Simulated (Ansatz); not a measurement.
**C₄H₃F₃: small, medium and large basis sets**

The task here is to estimate one member of a computed series from the others.

Computed with Ansatz 0.2.0, Gaussian basis. Level: one geometry, several basis sets.

Levels to be run: PBE0-D4/def2-SVP; ωB97M-V/def2-SVP; PBE0-D4/def2-QZVPP; ωB97M-V/def2-QZVPP; the functionals' def2-TZVPP values are taken from earlier runs.

## Structure used throughout

All runs share one geometry, relaxed beforehand with PBE0-D4 in a triple-zeta def2 set.

SMILES `C=C(F)C=C(F)F`, 10 atoms, charge 0, spin multiplicity 1.

Atoms are counted from 1 here; the program's logs count them from 0.

Bond lengths: C1–C2 1.328 Å, C1–H8 1.081 Å, C1–H9 1.080 Å, C2–F3 1.340 Å, C2–C4 1.444 Å, C4–C5 1.327 Å, C4–H10 1.081 Å, C5–F6 1.304 Å, C5–F7 1.313 Å. Angles: C2–C1–H8 120.6°, C2–C1–H9 120.1°, H8–C1–H9 119.3°, C1–C2–F3 119.5°, C1–C2–C4 125.6°, F3–C2–C4 115.0°, C2–C4–C5 126.7°, C2–C4–H10 117.3°, C5–C4–H10 116.0°, C4–C5–F6 127.1°, C4–C5–F7 122.8°, F6–C5–F7 110.1°.

As a file:

```csv
atom,x (Å),y (Å),z (Å)
C1,-0.6580,-1.3544,-1.1541
C2,-0.2882,-0.6958,-0.0623
F3,-0.4312,-1.2752,1.1374
C4,0.2748,0.6340,-0.0336
C5,0.6517,1.3122,1.0424
F6,0.5897,0.9162,2.2832
F7,1.1565,2.5222,0.9805
H8,-1.0717,-2.3503,-1.0831
H9,-0.5472,-0.8967,-2.1263
H10,0.4066,1.1367,-0.9813
```

The first run:

Input file in.yaml:

```yaml
crystal:
  periodic: [false, false, false]
  atoms:
    - {symbol: C, position_ang: [-0.657969, -1.354356, -1.154065]}
    - {symbol: C, position_ang: [-0.288195, -0.695770, -0.062321]}
    - {symbol: F, position_ang: [-0.431224, -1.275242, 1.137416]}
    - {symbol: C, position_ang: [0.274806, 0.634015, -0.033577]}
    - {symbol: C, position_ang: [0.651694, 1.312174, 1.042388]}
    - {symbol: F, position_ang: [0.589713, 0.916171, 2.283223]}
    - {symbol: F, position_ang: [1.156538, 2.522161, 0.980541]}
    - {symbol: H, position_ang: [-1.071722, -2.350252, -1.083083]}
    - {symbol: H, position_ang: [-0.547201, -0.896714, -2.126297]}
    - {symbol: H, position_ang: [0.406557, 1.136714, -0.981325]}
basis:
  gaussian: {orbitals: def2-SVP}
hamiltonian: {xc: pbe0, dispersion: d4}
output: {orbitals: {seedname: orbitals}}
```

On the command line:

```console
ansatz run in.yaml --threads 4 --pin off --events-out ev --progress --plain --max-ram 10444MiB
```

Among the steps run: PBE0-D4 in def2-SVP; ωB97M-V in def2-SVP; PBE0-D4 in def2-QZVPP; ωB97M-V in def2-QZVPP.

One of the session's tables, all rows but one given; the rest of the session is left out.

It belongs to the step «Density functionals: the series». 

```
functional       basis  HOMO (eV)
   PBE0-D4    def2-SVP      -6.85
   PBE0-D4  def2-TZVPP      -6.93
   PBE0-D4  def2-QZVPP          ?
   ωB97M-V    def2-SVP      -8.93
   ωB97M-V  def2-TZVPP      -9.04
   ωB97M-V  def2-QZVPP      -9.07
```

Q: Estimate the row for PBE0-D4, def2-QZVPP from the others.

As computed: HOMO (eV): -6.96. In the column «HOMO (eV)» it lies between ωB97M-V, def2-SVP (-8.93) and PBE0-D4, def2-TZVPP (-6.93).
